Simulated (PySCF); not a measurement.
# TlSe2: relaxation and vibrations of the doublet

Where does doublet TlSe2 go from a side-on start, is the end point a minimum, and what are its modes, charges and moments?

Program: PySCF 2.14.0. Level of theory: PBE0, basis Tl def2-SVP with ECP60, Se def2-SVP, scalar-relativistic core potentials, no spin–orbit coupling, density fitting. These are calculated values, not measurements.

## Step 1: The system as given

3 atoms, charge 0, spin multiplicity 2.

Bond lengths: Tl1–Se2 2.678 Å, Tl1–Se3 2.678 Å, Se2–Se3 2.340 Å. Angles: Se2–Tl1–Se3 51.8°, Tl1–Se2–Se3 64.1°, Tl1–Se3–Se2 64.1°.

Z-matrix (Å, degrees; charge 0 multiplicity 2):
```
Tl
Se 1 2.6780
Se 2 2.3400 1 64.09
```

## Step 2: The SCF at the typed geometry

The steps below are one call of a driver around PySCF. For each, scf.py gives the equivalent set-up of the SCF; relaxations use the driver's own optimiser. After this first run the driver tries any further starts and a stability analysis.

File scf.py:

```python
from pyscf import gto, scf, dft
mol = gto.M(atom='''
Tl     0.000000     0.000000     0.000000
Se     1.170000     0.000000     2.408900
Se    -1.170000     0.000000     2.408900''',
    basis={'Tl': 'def2-SVP', 'Se': 'def2-SVP'},
    ecp={'Tl': 'def2-SVP'},
    charge=0, spin=1)
mf = dft.UKS(mol, xc='PBE0')
mf.grids.atom_grid = (50, 194)
aux = {'Tl': 'def2-universal-JKFIT', 'Se': 'def2-universal-JKFIT'}
mf = mf.density_fit(auxbasis=aux)
mf.conv_tol = 1e-08
mf.diis_space = 10
mf.max_cycle = 60
mf.init_guess = 'minao'
mf.verbose = 4
mf.kernel()
```

Launch:

```sh
$ OMP_NUM_THREADS=2 python axn.py task.json out
```

Standard output:

```text
init E= -4951.01645959308
[... the frontier-level lines of each cycle are left out ...]
cycle= 1 E= -4972.6887255858  delta_E= -21.7  |g|= 1.52  |ddm|= 8.89
cycle= 2 E= -4936.50369738678  delta_E= 36.2  |g|= 6.61  |ddm|= 13.1
cycle= 3 E= -4973.8610393382  delta_E= -37.4  |g|= 0.818  |ddm|=   12
cycle= 4 E= -4974.48556050828  delta_E= -0.625  |g|= 0.265  |ddm|= 2.04
cycle= 5 E= -4974.52888714564  delta_E= -0.0433  |g|= 0.0906  |ddm|= 0.487
cycle= 6 E= -4974.53212554308  delta_E= -0.00324  |g|= 0.0184  |ddm|= 0.13
cycle= 7 E= -4974.53231359784  delta_E= -0.000188  |g|= 0.00567  |ddm|= 0.0272
cycle= 8 E= -4974.53234415927  delta_E= -3.06e-05  |g|= 0.00134  |ddm|= 0.0104
cycle= 9 E= -4974.53234630809  delta_E= -2.15e-06  |g|= 0.000362  |ddm|= 0.00397
cycle= 10 E= -4974.53234660053  delta_E= -2.92e-07  |g|= 6.49e-05  |ddm|= 0.00154
cycle= 11 E= -4974.53234661328  delta_E= -1.27e-08  |g|= 2.04e-05  |ddm|= 0.000368
cycle= 12 E= -4974.53234661426  delta_E= -9.86e-10  |g|= 4.61e-06  |ddm|= 0.000101
Extra cycle  E= -4974.53234661433  delta_E= -6.73e-11  |g|= 2.77e-06  |ddm|= 2.39e-05
converged SCF energy = -4974.53234661433  <S^2> = 0.75603457  2S+1 = 2.0060255
```

This step, with its further starts and checks, needed 19 s of wall time on 2 threads of Arm Neoverse V1, shared host.

The starts that the driver tried:

```
                      start   energy (Eh)
    the minimal-basis guess  -4974.532347
a thermally smeared density  -4974.532347
      a smeared PBE density  -4974.532347
```

The test of internal stability and the other starts found no lower solution of this spin.

## Step 3: Relaxing the doublet from the side-on start

The program finds C2v symmetry in the start, which this walk keeps. The walk stops when the largest gradient is under 0.0003 Eh/bohr and the energy has settled too.

scf.py: that of step 2 with these lines changed.

```diff
@@ -3,3 +3,3 @@
-Tl     0.000000     0.000000     0.000000
-Se     1.170000     0.000000     2.408900
-Se    -1.170000     0.000000     2.408900''',
+Tl     0.000000     0.000000    -1.055411
+Se     1.170000     0.000000     1.353489
+Se    -1.170000     0.000000     1.353489''',
@@ -16 +15,0 @@
-mf.init_guess = 'minao'
```

Energy and gradient, step by step:

```
step   energy (Eh)  change (kJ/mol)  largest symmetric gradient (Eh/bohr)
   0  -4974.532347             0.00                               0.05012
   1  -4974.541727           -24.63                               0.02282
   2  -4974.544359           -31.54                               0.00650
   3  -4974.544662           -32.33                               0.00138
   4  -4974.544680           -32.38                               0.00011
   5  -4974.544680           -32.38                               0.00000
```

The walk took 24 s.

Geometry (Å) and forces (eV/Å) at some steps:

```
step 0
Tl   0.000   0.000  -1.055   0.000   0.000  -2.577
Se   1.170   0.000   1.353  -0.405   0.000   1.289
Se  -1.170   0.000   1.353   0.405   0.000   1.289
step 1
Tl   0.000   0.000  -1.143   0.000   0.000  -1.173
Se   1.143   0.000   1.397   0.036   0.000   0.587
Se  -1.143   0.000   1.397  -0.036   0.000   0.587
step 3
Tl   0.000   0.000  -1.234   0.000   0.000  -0.071
Se   1.137   0.000   1.443   0.033   0.000   0.035
Se  -1.137   0.000   1.443  -0.033   0.000   0.035
step 5
Tl   0.000   0.000  -1.241   0.000   0.000   0.000
Se   1.138   0.000   1.446   0.000   0.000   0.000
Se  -1.138   0.000   1.446   0.000   0.000   0.000
```

After 5 steps and 32.4 kJ/mol it ends at C2v: Se–Se 2.276 Å, Tl–Se 2.918 Å (×2); Se–Se–Tl 67.0° (×2), Se–Tl–Se 45.9°.

## Step 4: Hessian and properties

On the finer grid the gradient is checked again; gradients at displacements of ±0.02 bohr then give force constants and infrared intensities.

scf.py: that of step 3 with these lines changed.

```diff
@@ -3,3 +3,3 @@
-Tl     0.000000     0.000000    -1.055411
-Se     1.170000     0.000000     1.353489
-Se    -1.170000     0.000000     1.353489''',
+Tl     0.000000     0.000000    -1.176668
+Se     1.138426     0.000000     1.509496
+Se    -1.138426     0.000000     1.509496''',
@@ -10 +10 @@
-mf.grids.atom_grid = (50, 194)
+mf.grids.atom_grid = (75, 302)
@@ -13 +13 @@
-mf.conv_tol = 1e-08
+mf.conv_tol = 1e-10
```

The driver hands on the density of the step before, so the log starts near convergence.

Log of the central SCF (cycles and frontier levels):

```text
init E= -4974.54464202353
[... the frontier-level lines of each cycle are left out ...]
cycle= 1 E= -4974.5446420235  delta_E= 3e-11  |g|= 6.92e-06  |ddm|= 1.37e-05
Extra cycle  E= -4974.54464202337  delta_E= 1.25e-10  |g|= 1.53e-05  |ddm|= 2.92e-05
converged SCF energy = -4974.54464202337  <S^2> = 0.75587952  2S+1 = 2.0058709
```

The whole step took 54 s.

Geometry: C2v; Se–Se 2.277 Å, Tl–Se 2.917 Å (×2); Se–Se–Tl 67.0° (×2), Se–Tl–Se 45.9°.

Harmonic modes (main isotopes):

| symmetry | ω (cm⁻¹) | IR (km/mol) |
| --- | --- | --- |
| b2 | 107 | 1.6 |
| a1 | 139 | 16.5 |
| a1 | 337 | 1.0 |

Every mode is real; the point is a minimum.

Properties at this point:

```yaml
Dipole_moment: 3.45 D
Highest_occupied_level: -5.91 eV
Lowest_empty_level: -3.36 eV
Rotational_constants: 0.08138, 0.02602, 0.01971 cm⁻¹
Zero-point_energy: 3.5 kJ/mol
Principal_polarisabilities: 47.9, 89.6, 114.3 bohr³
Atomisation_energy_without_zero-point_energy: 597 kJ/mol
Principal_traceless_quadrupole_moments_about_the_centre_of_mass: -3.40, 0.65, 2.75 D Å
Entropy_at_298.15_K_and_1_bar_electronic_part_spin_only: 338.9 J/(mol K)
Heat_capacity_Cp_at_298.15_K: 56.1 J/(mol K)
Enthalpy_at_298.15_K_above_0_K: 14.54 kJ/mol
Rotational_symmetry_number: 2
Spin_squared_⟨S²⟩: 0.756
```

Populations by atom (charges in e):

| atom | Mulliken | Löwdin | polar tensor | spin (Mulliken) | Mayer order to Tl1 |
| --- | --- | --- | --- | --- | --- |
| Tl1 | 0.36 | 0.08 | 0.64 | -0.05 | – |
| Se2,3 | -0.18 | -0.04 | -0.32 | 0.53 | 0.56 |

Mulliken populations on Tl1 (outside its core potential): s 3.97, p 6.63, d 10.04.

## Step 5: Outcome

| quantity | value |
| --- | --- |
| minimum | doublet, C2v |
| geometry | Se–Se 2.277 Å, Tl–Se 2.917 Å (×2); Se–Se–Tl 67.0° (×2), Se–Tl–Se 45.9° |
| wavenumbers (cm⁻¹) | 107 (b2), 139 (a1), 337 (a1) |
| dipole moment | 3.45 D |
| highest occupied, lowest empty level (either spin) | -5.91, -3.36 eV |
| polar-tensor charge of Tl1 | +0.64 e |
| zero-point energy | 3.5 kJ/mol |
| entropy at 298.15 K | 338.9 J/(mol K) |
| atomisation energy (no zero-point energy) | 597 kJ/mol |
| ⟨S²⟩ | 0.756 |

The side-on start keeps its C2v symmetry and ends in a minimum. In the infrared the band at 139 cm⁻¹ (a1) leads. Only this shape and spin were tried, so other structures or states may lie lower. With an element this heavy the missing spin–orbit coupling can shift these numbers.

The search up to here took 98 s.
